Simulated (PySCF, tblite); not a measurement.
**BClH2O2, a small molecule taken as a stand-in for a surface group (boron hydroxide): NMR shifts, core binding energies and electronic excitations**

Aim: the NMR shifts, core binding energies and electronic excitations of `OB(O)Cl`.

Programs: tblite 0.8.0 and PySCF 2.14.0. All values are calculated, for the isolated system unless a continuum is named. Atoms count from 0, parts from 1.

### 1 Starting point

6 atoms, charge 0, multiplicity 1; geometry: distance geometry start.

### 2 Geometry optimisation with GFN2-xTB

What the job is given:

```
{"job": {"kind": "relax", "xc": "GFN2-xTB", "basis": "xTB"}, "charge": 0, "multiplicity": 1}
O      1.265295     0.205981     0.676641
B     -0.129956     0.280018     0.264116
O     -0.610842    -0.989212    -0.375339
Cl    -0.841569     1.803309    -0.497287
H      1.754130    -0.053849    -0.150787
H     -1.428528    -1.270345     0.145829
```

With the program's defaults for keys left out, this is: GFN2-xTB geometry optimisation, gas phase.

Run with:

```bash
$ OMP_NUM_THREADS=1 python cluster_run.py task.json out
```

This one command runs all jobs of the session in turn.

Standard output:

```text
step      E/eV     max force
  0    -407.88592    3.989
  1    -408.42312    2.527
  2    -408.73958    2.129
  3    -408.82442    0.965
  4    -408.90465    0.698
  5    -408.99835    1.439
  6    -409.06409    1.445
  7    -409.20833    2.015
  8    -409.30376    1.158
  9    -409.40206    1.200
 10    -409.48164    1.725
 11    -409.53703    1.724
 12    -409.57672    0.662
 13    -409.60319    0.601
 14    -409.61786    0.550
 15    -409.62777    0.313
 16    -409.63808    0.345
 17    -409.64327    0.390
 18    -409.64871    0.309
 19    -409.65264    0.217
 20    -409.65605    0.177
 21    -409.65743    0.082
 22    -409.65786    0.053
 23    -409.65800    0.048
 24    -409.65819    0.050
 25    -409.65836    0.051
 26    -409.65851    0.049
 27    -409.65863    0.042
 28    -409.65876    0.042
 29    -409.65886    0.030
 30    -409.65890    0.010
 31    -409.65890    0.003
```

It took 0.42 s on 1 thread of Arm Neoverse N1, shared host.

Along the way:

| step | energy from step 0 (eV) | largest force (eV/Å) |
| --- | --- | --- |
| 0 | 0.0000 | 3.9886 |
| 1 | -0.5372 | 2.5271 |
| 2 | -0.8537 | 2.1296 |
| 3 | -0.9385 | 0.9649 |
| 4 | -1.0187 | 0.6974 |
| 5 | -1.1124 | 1.4393 |
| 6 | -1.1782 | 1.4446 |
| 7 | -1.3224 | 2.0158 |
| 8 | -1.4178 | 1.1579 |
| 9 | -1.5161 | 1.2004 |
| 10 | -1.5957 | 1.7253 |
| 11 | -1.6511 | 1.7235 |
| 12 | -1.6908 | 0.6614 |
| 13 | -1.7173 | 0.6012 |
| 14 | -1.7319 | 0.5506 |
| 15 | -1.7418 | 0.3123 |
| 16 | -1.7522 | 0.3453 |
| 17 | -1.7573 | 0.3898 |
| 18 | -1.7628 | 0.3094 |
| 19 | -1.7667 | 0.2173 |
| 20 | -1.7701 | 0.1771 |
| 21 | -1.7715 | 0.0820 |
| 22 | -1.7719 | 0.0532 |
| 23 | -1.7721 | 0.0484 |
| 24 | -1.7723 | 0.0501 |
| 25 | -1.7724 | 0.0507 |
| 26 | -1.7726 | 0.0490 |
| 27 | -1.7727 | 0.0412 |
| 28 | -1.7728 | 0.0422 |
| 29 | -1.7729 | 0.0302 |
| 30 | -1.7730 | 0.0102 |
| 31 | -1.7730 | 0.0032 |

Distances of close pairs at the start and the end, largest changes first:

| bond | before (Å) | after (Å) | change (Å) |
| --- | --- | --- | --- |
| B1–O2 | 1.500 | 1.346 | -0.155 |
| O0–B1 | 1.457 | 1.338 | -0.119 |
| B1–Cl3 | 1.846 | 1.748 | -0.098 |
| O2–H5 | 1.010 | 0.957 | -0.052 |
| O0–H4 | 0.996 | 0.958 | -0.037 |

### 3 Relaxing the molecule at PBE0-D3(BJ)/def2-SVP

What the job is given:

```
{"job": {"xc": "PBE0", "basis": "def2-SVP", "d3": "d3bj", "grid": 2, "kind": "geom", "shake": 0.01}, "charge": 0, "multiplicity": 1}
O      1.303506     0.448835     0.123543
B     -0.034882     0.249944    -0.020347
O     -0.560975    -0.992315    -0.011926
Cl    -1.021783     1.657619    -0.222527
H      1.826190    -0.312155     0.217402
H     -1.491016    -1.083934    -0.109236
```

Standard output:

```text
step   0  E = -636.23677516  max force = 0.035167
step   1  E = -636.24005689  max force = 0.011033
step   2  E = -636.24029484  max force = 0.004329
step   3  E = -636.24031334  max force = 0.003485
step   4  E = -636.24034963  max force = 0.000292
step   5  E = -636.24035005  max force = 0.000062
optimisation converged
```

Run time: 17 s. Hardware: 1 thread of Arm Neoverse N1, shared host; peak memory 0.36 GiB.

Step by step:

| step | energy from step 0 (eV) | largest force component (eV/Å) |
| --- | --- | --- |
| 0 | 0.0000 | 1.8084 |
| 1 | -0.0893 | 0.5673 |
| 2 | -0.0958 | 0.2226 |
| 3 | -0.0963 | 0.1792 |
| 4 | -0.0973 | 0.0150 |
| 5 | -0.0973 | 0.0032 |

Close pairs (by a distance rule), those that changed most:

| bond | before (Å) | after (Å) | change (Å) |
| --- | --- | --- | --- |
| B1–Cl3 | 1.731 | 1.776 | +0.045 |
| O0–H4 | 0.928 | 0.964 | +0.036 |
| O2–H5 | 0.940 | 0.962 | +0.022 |
| O0–B1 | 1.361 | 1.346 | -0.014 |
| B1–O2 | 1.349 | 1.355 | +0.005 |

The final coordinates are the input of the step that follows.

```csv
at the end point,value
point group (found at 0.08 Å tolerance),Cs
"rotational constants (GHz, main isotopes)","10.266, 4.689, 3.219"
dipole moment (D),2.12
```

### 4 Shielding tensors: PBE0/pcSseg-2

What the job is given:

```
{"job": {"kind": "nmr", "xc": "PBE0", "basis": "pcSseg-2"}, "charge": 0, "multiplicity": 1}
O      1.184696     0.610045     0.087654
B     -0.137889     0.401099    -0.052510
O     -0.655811    -0.850528    -0.042086
Cl    -1.190625     1.817563    -0.253142
H      1.664978    -0.219447     0.189641
H     -1.611425    -0.865207    -0.151482
```

Method: GIAO PBE0/pcSseg-2 NMR shielding, non-relativistic, gas phase.

Standard output:

```text
coarse grid: 6128 points
cycle   1  E = -636.4877009652  dE =  5.477e-01  |g| = 8.538e-01  |ddm| = 1.671e+00
cycle   2  E = -636.3550222078  dE =  1.327e-01  |g| = 1.223e+00  |ddm| = 8.755e-01
cycle   3  E = -636.6132377491  dE = -2.582e-01  |g| = 7.237e-02  |ddm| = 5.317e-01
cycle   4  E = -636.6143314551  dE = -1.094e-03  |g| = 2.678e-02  |ddm| = 7.357e-02
cycle   5  E = -636.6144537977  dE = -1.223e-04  |g| = 4.654e-03  |ddm| = 2.179e-02
cycle   6  E = -636.6144568987  dE = -3.101e-06  |g| = 2.292e-03  |ddm| = 4.481e-03
final grid: 56120 points
cycle   7  E = -636.6138970334  dE = -7.236e-05  |g| = 6.320e-03  |ddm| = 2.658e-02
cycle   8  E = -636.6138919298  dE =  5.104e-06  |g| = 7.849e-03  |ddm| = 6.361e-03
cycle   9  E = -636.6139021789  dE = -1.025e-05  |g| = 9.859e-04  |ddm| = 3.865e-03
cycle  10  E = -636.6139023152  dE = -1.363e-07  |g| = 2.577e-04  |ddm| = 4.584e-04
cycle  11  E = -636.6139023267  dE = -1.155e-08  |g| = 8.625e-05  |ddm| = 1.969e-04
cycle  12  E = -636.6139023280  dE = -1.223e-09  |g| = 2.181e-05  |ddm| = 4.089e-05
cycle  13  E = -636.6139023281  dE = -8.890e-11  |g| = 4.797e-06  |ddm| = 1.669e-05
converged SCF energy = -636.6139023281

GIAO shielding tensors (ppm)
atom      isotropic    diamagn.    paramagn.     s11        s22        s33       span
  0 O      218.453     385.999    -167.546    122.319    264.125    268.916    146.596
  1 B       73.495     194.481    -120.986     62.973     77.770     79.743     16.771
  2 O      199.805     388.251    -188.446     99.972    234.290    265.153    165.181
  3 Cl     886.200    1147.814    -261.615    747.950    872.229   1038.419    290.469
  4 H       27.449      31.202      -3.753     21.150     23.328     37.867     16.717
  5 H       27.300      30.882      -3.582     20.765     25.295     35.841     15.076
```

Wall time 17 s (1 thread of Arm Neoverse N1, shared host); peak memory 0.73 GiB.

Shifts follow as δ = σ(reference) − σ, with reference shieldings (ppm) from runs at the same level and on the same kind of geometry: $^{1}$H TMS 31.25, $^{17}$O H2O 328.2, $^{11}$B BF3·OEt2 99.1, $^{35}$Cl HCl 941. The references are single molecules in the gas phase, so shifts against H2O, NH3, PH3, H3PO4 or CFCl3 are not on the usual liquid scales and can be off by tens of ppm.

```
atoms                        environment  σ (ppm)  δ (ppm)
   H5  hydrogen on an oxygen bonded to B    27.30     3.94
   H4  hydrogen on an oxygen bonded to B    27.45     3.80
   O2              oxygen bonded to B, H    199.8    128.3
   O0              oxygen bonded to B, H    218.5    109.7
   B1            boron bonded to Cl, 2 O     73.5     25.6
  Cl3               chlorine bonded to B      886       55
```

Charges from the same density, by scheme (e):

```
atoms  Mulliken    IAO  Hirshfeld  ESP fit
   O0     -0.38  -0.55      -0.26    -0.60
   B1      0.56   0.49       0.25     0.54
   O2     -0.42  -0.57      -0.26    -0.59
  Cl3     -0.22  -0.14      -0.10    -0.19
```

Mayer bond orders: O0–B1 1.24, B1–O2 1.20, B1–Cl3 1.15.

### 5 X-ray photoelectron lines: SCAN, X2C

The job, as its differences from that of step 4:

```diff
@@ -1,2 +1,2 @@
-{"job": {"kind": "nmr", "xc": "PBE0", "basis": "pcSseg-2"}, "charge": 0, "multiplicity": 1}
+{"job": {"kind": "xps", "holes": 5}, "charge": 0, "multiplicity": 1}
 O      1.184696     0.610045     0.087654
```

Method: delta-SCF UKS SCAN, pcX-2 on the ionised atom, pcseg-1 elsewhere, spin-free X2C.

Standard output:

```text
ground state, core basis on atom 0 (O), 101 functions
  cycle   1  E = -638.04838272  |g| = 9.22e-01
  cycle   2  E = -637.76570438  |g| = 1.55e+00
  cycle   3  E = -638.19230731  |g| = 1.31e-01
  cycle   4  E = -638.19569674  |g| = 5.48e-02
  cycle   5  E = -638.19616688  |g| = 2.31e-02
  cycle   6  E = -638.19626684  |g| = 4.63e-03
  cycle   7  E = -638.19627221  |g| = 2.58e-03
  cycle   8  E = -638.19627220  |g| = 3.53e-04
  E(ground) = -638.20624106 Eh
hole in O 1s of atom 0
  cycle   1  E = -617.56231954  |g| = 2.21e+00
  cycle   2  E = -617.23669652  |g| = 2.10e+00
  cycle   3  E = -618.29752120  |g| = 4.17e-01
  cycle   4  E = -618.31766573  |g| = 3.09e-01
  cycle   5  E = -618.35707098  |g| = 5.20e-02
  cycle   6  E = -618.35764971  |g| = 3.15e-02
  cycle   7  E = -618.35821121  |g| = 4.69e-03
  cycle   8  E = -618.35822200  |g| = 1.33e-03
  cycle   9  E = -618.35822220  |g| = 3.49e-04
  E(ion) = -618.36780639 Eh   <S^2> = 0.7608   hole on atom = 1.000   binding energy = 539.831 eV
ground state, core basis on atom 1 (B), 101 functions
  cycle   1  E = -638.16651569  |g| = 9.04e-02
  cycle   2  E = -638.16442424  |g| = 1.32e-01
  cycle   3  E = -638.16773356  |g| = 1.57e-02
  cycle   4  E = -638.16775178  |g| = 1.16e-02
  cycle   5  E = -638.16778017  |g| = 1.52e-03
  cycle   6  E = -638.16778139  |g| = 4.42e-04
  E(ground) = -638.18096171 Eh
hole in B 1s of atom 1
  cycle   1  E = -630.47117842  |g| = 1.18e+00
  cycle   2  E = -629.39938828  |g| = 1.82e+00
  cycle   3  E = -630.75099316  |g| = 4.08e-01
  cycle   4  E = -630.82957578  |g| = 2.04e-01
  cycle   5  E = -630.84996467  |g| = 1.16e-01
  cycle   6  E = -630.85519097  |g| = 1.92e-02
  cycle   7  E = -630.85517405  |g| = 2.08e-02
  cycle   8  E = -630.85534804  |g| = 5.70e-03
  cycle   9  E = -630.85536561  |g| = 1.31e-03
  cycle  10  E = -630.85536909  |g| = 5.47e-04
  cycle  11  E = -630.85536728  |g| = 2.02e-04
  E(ion) = -630.86512492 Eh   <S^2> = 0.7748   hole on atom = 1.000   binding energy = 199.074 eV
ground state, core basis on atom 2 (O), 101 functions
  cycle   1  E = -638.19652088  |g| = 1.01e-01
  cycle   2  E = -638.19565993  |g| = 8.43e-02
  cycle   3  E = -638.19635099  |g| = 5.57e-02
  cycle   4  E = -638.19687138  |g| = 5.69e-03
  cycle   5  E = -638.19687802  |g| = 1.10e-03
  cycle   6  E = -638.19687856  |g| = 2.47e-04
  E(ground) = -638.20592763 Eh
hole in O 1s of atom 2
  cycle   1  E = -617.55611202  |g| = 2.22e+00
  cycle   2  E = -616.95672978  |g| = 2.24e+00
  cycle   3  E = -618.23556575  |g| = 5.23e-01
  cycle   4  E = -618.28895802  |g| = 3.82e-01
  cycle   5  E = -618.35074643  |g| = 8.70e-02
  cycle   6  E = -618.35314709  |g| = 4.00e-02
  cycle   7  E = -618.35397551  |g| = 8.57e-03
  cycle   8  E = -618.35401431  |g| = 2.10e-03
  cycle   9  E = -618.35401683  |g| = 4.22e-04
  E(ion) = -618.36317981 Eh   <S^2> = 0.7610   hole on atom = 1.000   binding energy = 539.949 eV
ground state, core basis on atom 3 (Cl), 112 functions
  cycle   1  E = -638.35164971  |g| = 4.89e-01
  cycle   2  E = -638.35019134  |g| = 1.21e-01
  cycle   3  E = -638.34645505  |g| = 1.83e-01
  cycle   4  E = -638.35269050  |g| = 1.51e-02
  cycle   5  E = -638.35272380  |g| = 6.59e-03
  cycle   6  E = -638.35273247  |g| = 9.69e-04
  cycle   7  E = -638.35273346  |g| = 2.92e-04
  E(ground) = -638.34831552 Eh
hole in Cl 2p of atom 3
  cycle   1  E = -630.29078423  |g| = 1.70e+00
  cycle   2  E = -630.39942196  |g| = 1.18e+00
  cycle   3  E = -630.68902150  |g| = 3.48e-01
  cycle   4  E = -630.72705214  |g| = 1.65e-01
  cycle   5  E = -630.73619344  |g| = 3.69e-02
  cycle   6  E = -630.73648689  |g| = 2.61e-02
  cycle   7  E = -630.73673432  |g| = 6.38e-03
  cycle   8  E = -630.73674973  |g| = 1.88e-03
  cycle   9  E = -630.73675188  |g| = 1.94e-04
  E(ion) = -630.74148619 Eh   <S^2> = 0.7515   hole on atom = 1.001   binding energy = 206.992 eV
  2p3/2 = 206.408 eV   2p1/2 = 208.061 eV
```

Run time: 20 s. Hardware: 1 thread of Arm Neoverse N1, shared host; peak memory 0.46 GiB.

Binding energies by hole, beside the orbital energy of the ground state; the difference holds orbital relaxation and, for a density functional, its self-interaction error:

```
       hole  stands for              environment  ΔSCF (eV; 2p as the shell's mean)  −ε (eV)   ⟨S²⟩
  O1s on O0          O0    oxygen bonded to B, H                             539.83    517.5  0.761
  B1s on B1          B1  boron bonded to Cl, 2 O                             199.07    182.5  0.775
  O1s on O2          O2    oxygen bonded to B, H                             539.95    517.7  0.761
Cl2p on Cl3         Cl3     chlorine bonded to B                             206.96    193.4  0.752
```

With the spin-orbit splitting: Cl3 2p3/2 206.41, 2p1/2 208.06 eV. The table gives each 2p level as the mean over the whole 2p shell (two parts 2p3/2, one part 2p1/2), which differs a little from the single hole in the log.

### 6 Excited states and response: CAM-B3LYP/def2-SVPD

The job, as its differences from that of step 5:

```diff
@@ -1,2 +1,2 @@
-{"job": {"kind": "xps", "holes": 5}, "charge": 0, "multiplicity": 1}
+{"job": {"kind": "uv", "xc": "CAM-B3LYP", "basis": "def2-SVPD", "nstates": 6, "ntriplets": 2, "ip": true}, "charge": 0, "multiplicity": 1}
 O      1.184696     0.610045     0.087654
```

Method: TDDFT CAM-B3LYP/def2-SVPD, vertical, gas phase, core orbitals frozen in the response.

Standard output:

```text
coarse grid: 6128 points
cycle   1  E = -636.3442171546  dE =  5.534e-01  |g| = 8.081e-01  |ddm| = 2.844e+00
cycle   2  E = -636.3007074431  dE =  4.351e-02  |g| = 9.827e-01  |ddm| = 1.509e+00
cycle   3  E = -636.4709075120  dE = -1.702e-01  |g| = 5.206e-02  |ddm| = 7.907e-01
cycle   4  E = -636.4714781952  dE = -5.707e-04  |g| = 1.944e-02  |ddm| = 9.028e-02
cycle   5  E = -636.4715725767  dE = -9.438e-05  |g| = 4.498e-03  |ddm| = 2.781e-02
cycle   6  E = -636.4715777766  dE = -5.200e-06  |g| = 1.027e-03  |ddm| = 7.392e-03
final grid: 56120 points
cycle   7  E = -636.5573328243  dE = -2.371e-05  |g| = 2.068e-03  |ddm| = 3.244e-02
cycle   8  E = -636.5573330857  dE = -2.614e-07  |g| = 1.888e-03  |ddm| = 4.418e-03
cycle   9  E = -636.5573337452  dE = -6.595e-07  |g| = 3.912e-04  |ddm| = 1.921e-03
cycle  10  E = -636.5573337721  dE = -2.695e-08  |g| = 1.067e-04  |ddm| = 3.888e-04
cycle  11  E = -636.5573337748  dE = -2.610e-09  |g| = 3.292e-05  |ddm| = 1.488e-04
cycle  12  E = -636.5573337750  dE = -2.061e-10  |g| = 9.174e-06  |ddm| = 3.324e-05
converged SCF energy = -636.5573337750

Static polarisability (au): isotropic 36.403, principal 28.866 37.196 43.146

Singlet excitations
state   eV       nm        f      main configurations
  1   8.0662    153.7   0.04902   H->L 0.91
  2   8.1864    151.5   0.01252   H-1->L 0.90
  3   8.4699    146.4   0.00000   H-2->L 0.87
  4   8.5142    145.6   0.00001   H->L+3 0.99
  5   9.0758    136.6   0.07277   H-1->L+3 0.67, H->L+1 0.21
  6   9.3252    133.0   0.06801   H->L+2 0.32, H->L+1 0.26, H-1->L+3 0.24

Triplet excitations (Tamm-Dancoff, eV): 7.8838 8.0175
Vertical ionisation energy (delta-SCF) = 12.0723 eV
```

Wall time 41 s (1 thread of Arm Neoverse N1, shared host); peak memory 0.48 GiB.

Frontier orbitals and where they lie:

```csv
orbital,eV,atoms
HOMO−3,-12.46,"Cl3 41 %, O2 31 %, B1 14 %"
HOMO−2,-11.56,"O0 44 %, O2 42 %, B1 8 %"
HOMO−1,-10.80,"Cl3 79 %, B1 9 %, O0 6 %"
HOMO,-10.65,"Cl3 83 %, O2 8 %, B1 6 %"
LUMO,0.30,"B1 54 %, O2 11 %, O0 10 %"
LUMO+1,1.49,"O2 31 %, O0 20 %, Cl3 17 %"
LUMO+2,2.07,"Cl3 69 %, O0 10 %, O2 8 %"
```

With each of the 6 states as a Gaussian band of 0.4 eV half-width at 1/e, the curve within the window shown has maxima at 153 nm (ε 2,500), 135 nm (ε 5,200) L/(mol cm). Beyond the last state computed it falls off for lack of states. The curve at chosen wavelengths:

nm, ε (L/mol/cm) and a bar:
```
      129       2016 ###########
      130       2720 ###############
      132       4133 ########################
      133       4686 ###########################
      135       5174 ##############################
      136       5064 #############################
      138       4253 ########################
      139       3669 #####################
      141       2482 ##############
      142       1991 ###########
      144       1380 #######
      145       1275 ######
      147       1410 #######
      148       1597 ########
      150       2047 ###########
      151       2244 ############
      153       2457 #############
      154       2449 #############
      156       2209 ############
      157       2004 ###########
      159       1510 ########
      160       1258 ######
      162        807 ###
      163        623 ##
      165        346 #
      166        249
```

Ground-state properties from the same run:

```
           property  computed
  dipole moment (D)      1.99
polarisability (Å³)      5.39
 HOMO–LUMO gap (eV)     10.95
      −ε(HOMO) (eV)     10.65
```

### 7 Summary of results

| quantity | value |
| --- | --- |
| point group | Cs |
| rotational constants (main isotopes) | 10.27, 4.69, 3.22 GHz |
| $^{1}$H shifts against TMS (PBE0/pcSseg-2) | 3.94, 3.80 ppm |
| $^{17}$O shifts against H2O (PBE0/pcSseg-2) | 128.3, 109.7 ppm |
| $^{11}$B shifts against BF3·OEt2 (PBE0/pcSseg-2) | 25.6 ppm |
| $^{35}$Cl shifts against HCl (PBE0/pcSseg-2) | 55 ppm |
| O1s binding energies, SCAN/pcX-2 | O2 539.95, O0 539.83 eV |
| B1s binding energies, SCAN/pcX-2 | B1 199.07 eV |
| Cl2p binding energies, SCAN/pcX-2 | Cl3 206.96 eV |
| lowest singlet (CAM-B3LYP/def2-SVPD) | 8.07 eV (154 nm), f = 0.049 |
| brightest single state of those computed | state 5, 9.08 eV, f = 0.073 |
| lowest triplet | 7.88 eV |
| vertical ionisation energy (ΔSCF) | 12.07 eV |

What this shows: Relaxing lowered the energy by 0.097 eV in 5 steps; the close pair that moved most is B1–Cl3, from 1.731 to 1.776 Å (PBE0/def2-SVP). At PBE0/pcSseg-2: The widest tensor belongs to Cl3: span 290 ppm, with a paramagnetic part of -262 ppm. The O1s levels kept as sound span 0.12 eV, from O0 (oxygen bonded to B, H) up to O2 (oxygen bonded to B, H). The lowest singlet, at 8.07 eV, is HOMO→LUMO 0.91 and is weak; of the 6 states computed, the strongest absorption comes from state 5 at 9.08 eV (the last state computed is bright too, and its partners may lie past the list). The lowest triplet lies 0.18 eV below the lowest singlet (triplets in Tamm-Dancoff, singlets in full TDDFT). ΔSCF puts the ionisation energy at 12.07 eV, 1.43 eV above −ε(HOMO).
